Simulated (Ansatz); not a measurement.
What does this script print? It uses the Ansatz DFT code, driven from Python.

`bfh6si2_torsion.py`
```python
"""Energy of BFH6Si2 as one group turns about a bond."""

import warnings

import ansatz as az
from ase import Atoms

warnings.simplefilter("ignore", az.DeckWarning)

atoms = Atoms(["F", "B", "Si", "Si", "H", "H", "H", "H", "H", "H"], positions=[
    [-2.1758, 0.3168, -1.3432],
    [-0.8305, 0.6697, -1.5459],
    [0.3176, 0.8194, -0.025],
    [0.4334, -1.1111, 1.0908],
    [-0.3967, 0.8222, -2.6521],
    [-0.1309, 1.902, 0.8758],
    [1.7402, 1.1321, -0.4618],
    [0.8776, -2.1712, 0.1964],
    [1.2524, -0.9994, 2.3029],
    [-1.0042, -1.4318, 1.565],
])

# start the scan from a relaxed geometry
first = (
    az.Crystal.molecule_from_ase(atoms).calculation()
    .basis(gaussian="cc-pVDZ")  # atom-centred Gaussian functions
    .functional("r2scan0")
    .relax(force_tolerance=0.02, max_steps=80)
)
atoms.positions = first.run(threads=1, backend="cpu").report["positions_ang"]

start = atoms.get_dihedral(3, 2, 1, 0)
energies = {}
for turn in range(0, 360, 30):
    turned = atoms.copy()
    turned.set_dihedral(3, 2, 1, 0, start + turn, indices=[0, 1, 4])
    calculation = (
        az.Crystal.molecule_from_ase(turned).calculation()
        .basis(gaussian="cc-pVDZ")
        .functional("r2scan0")
    )
    energies[round((start + turn) % 360)] = calculation.run(threads=1, backend="cpu").report["free_energy_ev"]
floor = min(energies.values())
print("dihedral Si3-Si2-B1-F0 (deg)   E - E(min) (kJ/mol)")
for angle, e in sorted(energies.items()):
    print(f"{angle:8d} {96.485332 * (e - floor):14.3f}  " + "#" * int(30 * (e - floor) / max(max(energies.values()) - floor, 1e-9)))
```

```console
$ python bfh6si2_torsion.py
dihedral Si3-Si2-B1-F0 (deg)   E - E(min) (kJ/mol)
       7          5.698  ######################
      37          4.540  #################
      67          1.715  ######
      97          0.000
     127          1.889  #######
     157          5.950  #######################
     187          7.625  ##############################
     217          5.214  ####################
     247          2.004  #######
     277          1.440  #####
     307          3.346  #############
     337          5.281  ####################
```

The scan is rigid and the energies are electronic, in a modest basis. With rigid groups the curve can differ much from the relaxed path, the start wasn't checked as a minimum of this torsion, and equivalent turns needn't return to the same energy. Run time: 2.6 min on 1 thread of Arm Neoverse V1 (shared host), peak memory 0.29 GiB.
